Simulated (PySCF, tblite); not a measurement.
# C4H8ClFSi2: geometry, infrared bands and NMR shifts

Aim: predict the infrared bands and NMR shifts of C4H8ClFSi2 (`F[C@@H](Cl)[C@H]1C=C[SiH2][SiH2]1`).

Computed with tblite 0.8.0 and PySCF 2.14.0, with density-fitted response routines of our own, on a single molecule in the gas phase. Atoms are numbered from 0 throughout.

## 1. The molecule as given

16 atoms, charge 0, multiplicity 1; geometry from: force field or distance geometry start.

Bonds of the start (Å): F0–C1 1.39, C1–Cl2 1.77, C1–C3 1.53, C3–C4 1.46, C4–C5 1.28, C5–Si6 1.85, Si6–Si7 2.28, Si7–C3 1.87, C1–H8 1.08, C3–H9 1.13, C4–H10 1.15, C5–H11 1.11, Si6–H12 1.46, Si6–H13 1.46, Si7–H14 1.45, Si7–H15 1.45.

## 2. Relaxing the molecule with GFN2-xTB

What the job is given:

```
{"job": {"kind": "relax", "xc": "GFN2-xTB", "basis": "xTB"}, "charge": 0, "multiplicity": 1}
F     -1.618000    -0.164700    -1.752200
C     -2.048400    -0.024100    -0.434400
Cl    -2.950800    -1.487100    -0.023000
C     -0.756900     0.020100     0.380600
C      0.013900    -1.209100     0.210700
C      1.298500    -1.224700     0.193700
Si     2.144500     0.399300     0.429500
Si     0.251200     1.442400    -0.288400
H     -2.622400     0.885300    -0.325300
H     -0.990400     0.165600     1.480400
H     -0.554900    -2.190900     0.056100
H      1.899700    -2.151200     0.059100
H      2.429200     0.729600     1.821400
H      3.234800     0.612700    -0.516500
H      0.220800     1.521200    -1.735500
H      0.041700     2.684700     0.432300
```

Command:

```console
$ OMP_NUM_THREADS=1 python probes_run.py task.json out
```

This one command runs all jobs of the session in turn.

**Question.** This job is followed by: GFN2-xTB harmonic vibrations, gas phase; GIAO PBE0/pcSseg-1 NMR shielding, non-relativistic, gas phase. Predict these results of the whole session: strongest single infrared mode (GFN2-xTB); zero-point energy (GFN2-xTB); 13C shifts against TMS (PBE0/pcSseg-1); 1H shifts against TMS (PBE0/pcSseg-1); 19F shifts against CFCl3 (PBE0/pcSseg-1); 35Cl shifts against HCl (PBE0/pcSseg-1); 29Si shifts against TMS (PBE0/pcSseg-1).

As calculated:

```
                                 quantity                                               value
strongest single infrared mode (GFN2-xTB)                               2207 cm⁻¹, 412 km/mol
             zero-point energy (GFN2-xTB)                                       64.0 kcal/mol
   13C shifts against TMS (PBE0/pcSseg-1)                       158.4, 139.5, 113.9, 48.1 ppm
    1H shifts against TMS (PBE0/pcSseg-1)  7.55, 6.73, 6.61, 4.46, 4.28, 3.94, 3.75, 2.93 ppm
 19F shifts against CFCl3 (PBE0/pcSseg-1)                                          -148.3 ppm
  35Cl shifts against HCl (PBE0/pcSseg-1)                                             257 ppm
  29Si shifts against TMS (PBE0/pcSseg-1)                                    -67.4, -70.8 ppm
```

What this shows: Over 118 steps the energy fell by 0.739 eV; of the close pairs, C3–Si7 changed most, 1.867 to 1.939 Å. All 42 modes are real, so the xTB geometry is a minimum. The strongest single mode, at 2207 cm⁻¹, moves mainly H15. GFN2-xTB is a fitted tight-binding method: band positions and strengths are rough. Its intensities can rank the bands wrongly. At PBE0/pcSseg-1: Shielding is most anisotropic at Cl2 (span 637 ppm, paramagnetic term -453 ppm).
